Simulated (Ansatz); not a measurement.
# AlB₂H₅O: basis-set convergence

One table from this session's results is given with a row withheld; the runs are named, their logs left out.

Method: one geometry, several basis sets; program: Ansatz 0.2.0, Gaussian basis.

Levels to be run: PBE0-D4/def2-SVP; ωB97M-V/def2-SVP; PBE0-D4/def2-QZVPP; ωB97M-V/def2-QZVPP; the functionals' def2-TZVPP values are taken from earlier runs.

### The relaxed structure

All runs share one geometry, relaxed beforehand with PBE0-D4 in a triple-zeta def2 set.

9 atoms, charge 0, spin multiplicity 1.

Atoms are counted from 1 here; the program's logs count them from 0.

Bond lengths: B1–B2 1.674 Å, B1–H5 1.200 Å, B1–H6 1.201 Å, B2–O3 1.342 Å, B2–H7 1.218 Å, O3–Al4 1.683 Å, Al4–H8 1.577 Å, Al4–H9 1.577 Å. Angles: B2–B1–H5 122.1°, B2–B1–H6 122.1°, H5–B1–H6 115.7°, B1–B2–O3 125.8°, B1–B2–H7 116.6°, O3–B2–H7 117.6°, B2–O3–Al4 177.5°, O3–Al4–H8 117.2°, O3–Al4–H9 117.2°, H8–Al4–H9 125.6°.

Set-up of the first run:

in.yaml reads:

```yaml
crystal:
  periodic: [false, false, false]
  atoms:
    - {symbol: B, position_ang: [-1.005165, 1.769699, -0.112507]}
    - {symbol: B, position_ang: [0.381238, 0.848403, 0.068104]}
    - {symbol: O, position_ang: [0.440553, -0.491870, 0.047324]}
    - {symbol: Al, position_ang: [0.586139, -2.168223, 0.037333]}
    - {symbol: H, position_ang: [-1.364392, 2.178525, -1.182559]}
    - {symbol: H, position_ang: [-1.655431, 2.133873, 0.828661]}
    - {symbol: H, position_ang: [1.423590, 1.457255, 0.232726]}
    - {symbol: H, position_ang: [0.843364, -2.861144, -1.355545]}
    - {symbol: H, position_ang: [0.438602, -2.912818, 1.419464]}
basis:
  gaussian: {orbitals: def2-SVP}
hamiltonian: {xc: pbe0, dispersion: d4}
output: {orbitals: {seedname: orbitals}}
```

Started as:

```bash
> ansatz run in.yaml --threads 2 --pin off --events-out ev --progress --plain --max-ram 4352MiB
```

Among the steps run: PBE0-D4 in def2-SVP; ωB97M-V in def2-SVP; PBE0-D4 in def2-QZVPP; ωB97M-V in def2-QZVPP.

One of the session's tables, all rows but one given; the rest of the session is left out.

It belongs to the step «Functionals by basis». 

```
functional       basis  HOMO (eV)  LUMO (eV)
   PBE0-D4    def2-SVP          ?          ?
   PBE0-D4  def2-TZVPP      -7.30      -1.75
   PBE0-D4  def2-QZVPP      -7.30      -1.77
   ωB97M-V    def2-SVP      -9.48       0.40
   ωB97M-V  def2-TZVPP      -9.57       0.13
   ωB97M-V  def2-QZVPP      -9.58       0.01
```

Estimate the missing values for PBE0-D4, def2-SVP.

The run gave: HOMO (eV): -7.25; LUMO (eV): -1.65. In the column «HOMO (eV)» it is the highest.
